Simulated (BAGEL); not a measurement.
# HF/STO-3G (density fitting with qzvpp-jkfit) run of SiH2OF2 (SMILES O[SiH](F)F)

What is the vertical electron affinity of SiH2OF2 at HF/STO-3G (density fitting with qzvpp-jkfit)? 

The results are computed with BAGEL 1.2.2.

**1. The structure to begin with**

SiH2OF2: 6 atoms, total charge 0, spin state singlet. As SMILES, `O[SiH](F)F`. The shape is that of a PBE0-D4/def2-TZVP optimisation. This is one conformer, not always the lowest.

Bond lengths: O1–Si2 1.614 Å, Si2–F3 1.584 Å, Si2–F4 1.584 Å, O1–H5 0.958 Å, Si2–H6 1.463 Å. Angles: O1–Si2–F3 111.2°, O1–Si2–F4 111.2°, F3–Si2–F4 105.5°, O1–Si2–H6 108.6°, F3–Si2–H6 110.2°, F4–Si2–H6 110.2°, Si2–O1–H5 120.9°.

**2. A single-point energy at HF/STO-3G (density fitting with qzvpp-jkfit)**

Input file hf.json:

```json
{ "bagel" : [

{
  "title" : "molecule",
  "basis" : "sto-3g",
  "df_basis" : "qzvpp-jkfit",
  "angstrom" : "true",
  "geometry" : [
    { "atom" : "O", "xyz" : [       0.027700,       1.137900,      -0.556400 ] },
    { "atom" : "Si", "xyz" : [       0.121400,      -0.236200,       0.285200 ] },
    { "atom" : "F", "xyz" : [       0.731800,      -1.405100,      -0.592400 ] },
    { "atom" : "F", "xyz" : [      -1.315500,      -0.739700,       0.722100 ] },
    { "atom" : "H", "xyz" : [      -0.477400,       1.183000,      -1.369500 ] },
    { "atom" : "H", "xyz" : [       0.954100,      -0.003800,       1.464900 ] }
  ]
},

{
  "title" : "hf"
},

{
  "title" : "print",
  "file" : "orbitals.molden",
  "orbitals" : "true"
}

]}
```

Command:

```bash
$ BAGEL_NUM_THREADS=1 BAGEL hf.json > hf.out
```

Standard output:

```text
* using 1 threads per process

  ===============================================================
  ===============================================================

  *** Geometry ***

  { "atom" : "O", "xyz" : [      0.052345,      2.150319,     -1.051444 ] },
  { "atom" : "Si", "xyz" : [      0.229413,     -0.446353,      0.538950 ] },
  { "atom" : "F", "xyz" : [      1.382902,     -2.655254,     -1.119474 ] },
  { "atom" : "F", "xyz" : [     -2.485935,     -1.397830,      1.364571 ] },
  { "atom" : "H", "xyz" : [     -0.902155,      2.235546,     -2.587980 ] },
  { "atom" : "H", "xyz" : [      1.802988,     -0.007181,      2.768260 ] },

  Number of auxiliary basis functions:      395

  Since a DF basis is specified, we compute 2- and 3-index integrals:
    o Being stored without compression. Storage requirement is 0.002 GB

  Number of basis functions:       26
  Number of electrons      :       42

    * METHOD: MOLECULE                             0.13

  *** RHF ***

  === Nuclear Repulsion ===
   188.4139496484

      * DIIS with orbital gradients will be used.

  === RHF iteration (sto-3g) ===
      0       -556.63044329          0.02010678           0.01
      1       -556.73308555          0.00336947           0.01
      2       -556.73629332          0.00095271           0.01
      3       -556.73670413          0.00019023           0.01
      4       -556.73672023          0.00004337           0.01
      5       -556.73672114          0.00000538           0.01
      6       -556.73672116          0.00000115           0.01
      7       -556.73672116          0.00000033           0.01
      8       -556.73672116          0.00000007           0.01
      9       -556.73672116          0.00000001           0.01
     10       -556.73672116          0.00000000           0.01
    * SCF iteration converged.

    * Permanent dipole moment:
           (    0.056873,    -0.111871,     0.147446) a.u.

    * METHOD: HF                                   0.23

    * METHOD: PRINT                                0.00

  ===============================================================
```

Wall time 0.58 s (1 thread of Intel Xeon Platinum 8259CL at 2.50GHz (Skylake/Cascade Lake), shared host); peak memory 0.08 GiB.

**3. The doublet anion at the same level**

Input file input.json:

```json
{ "bagel": [

{
  "title": "molecule",
  "basis": "sto-3g",
  "df_basis": "qzvpp-jkfit",
  "angstrom": true,
  "geometry": [
    { "atom": "O", "xyz": [    0.027700,    1.137900,   -0.556400 ] },
    { "atom": "Si", "xyz": [    0.121400,   -0.236200,    0.285200 ] },
    { "atom": "F", "xyz": [    0.731800,   -1.405100,   -0.592400 ] },
    { "atom": "F", "xyz": [   -1.315500,   -0.739700,    0.722100 ] },
    { "atom": "H", "xyz": [   -0.477400,    1.183000,   -1.369500 ] },
    { "atom": "H", "xyz": [    0.954100,   -0.003800,    1.464900 ] }
  ]
},
{
  "title": "uhf",
  "charge": -1,
  "nopen": 1
},
{
  "title": "print",
  "file": "orbitals.molden",
  "orbitals": true
}

]}
```

Command:

```bash
$ BAGEL_NUM_THREADS=1 BAGEL input.json > input.out
```

Standard output:

```text
* using 1 threads per process

  ===============================================================
  ===============================================================

  *** Geometry ***

  { "atom" : "O", "xyz" : [      0.052345,      2.150319,     -1.051444 ] },
  { "atom" : "Si", "xyz" : [      0.229413,     -0.446353,      0.538950 ] },
  { "atom" : "F", "xyz" : [      1.382902,     -2.655254,     -1.119474 ] },
  { "atom" : "F", "xyz" : [     -2.485935,     -1.397830,      1.364571 ] },
  { "atom" : "H", "xyz" : [     -0.902155,      2.235546,     -2.587980 ] },
  { "atom" : "H", "xyz" : [      1.802988,     -0.007181,      2.768260 ] },

  Number of auxiliary basis functions:      395

  Since a DF basis is specified, we compute 2- and 3-index integrals:
    o Being stored without compression. Storage requirement is 0.002 GB

  Number of basis functions:       26
  Number of electrons      :       42

    * METHOD: MOLECULE                             0.17

  *** Open-shell HF ***

  === Nuclear Repulsion ===
   188.4139496484

      * DIIS with orbital gradients will be used.

  === UHF iteration (sto-3g) ===
      0       -556.18462838          0.03804858           0.04
      1       -556.28120354          0.00574915           0.03
      2       -556.28661076          0.00227718           0.04
      3       -556.28801395          0.00095910           0.03
      4       -556.28922655          0.00067926           0.04
      5       -556.29010563          0.00044951           0.04
      6       -556.29076300          0.00024062           0.04
      7       -556.29101627          0.00010419           0.04
      8       -556.29104718          0.00004164           0.03
      9       -556.29105064          0.00002195           0.03
     10       -556.29105165          0.00001326           0.03
     11       -556.29105205          0.00000826           0.03
     12       -556.29105218          0.00000207           0.03
     13       -556.29105219          0.00000115           0.03
     14       -556.29105219          0.00000034           0.03
     15       -556.29105219          0.00000015           0.03
     16       -556.29105219          0.00000008           0.03
     17       -556.29105219          0.00000002           0.03
     18       -556.29105219          0.00000001           0.03
    * SCF iteration converged.

    * S^2 (UHF) is 0.7675

    * Permanent dipole moment:
           (    0.328480,     0.766480,     0.125300) a.u.

    * METHOD: UHF                                  0.75

    * METHOD: PRINT                                0.00

  ===============================================================
```

Run time: 1.2 s. Hardware: 1 thread of Intel Xeon Platinum 8259CL at 2.50GHz (Skylake/Cascade Lake), shared host; peak memory 0.08 GiB.

**4. Outcome**

At HF/STO-3G (density fitting with qzvpp-jkfit):

| quantity | value |
| --- | --- |
| singlet SiH2OF2: total energy | -556.73672 Eh |
| singlet SiH2OF2: dipole moment | 0.49 D |
| singlet SiH2OF2: HOMO energy | -10.38 eV |
| singlet SiH2OF2: LUMO energy | 12.61 eV |
| singlet SiH2OF2: HOMO–LUMO gap | 22.99 eV |
| doublet anion: total energy | -556.29105 Eh |
| doublet anion: ⟨S²⟩ | 0.767 |
| vertical electron affinity (to the doublet anion) | -12.127 eV |

**Reading.** The anion lies 12.13 eV (1170 kJ/mol) above the neutral: the electron isn't bound at this level, and such a value depends on the basis. Without diffuse functions anions come out too high. Hartree–Fock misses the correlation that binds many anions. In a minimal basis such a difference can be off by several eV, whatever the method.
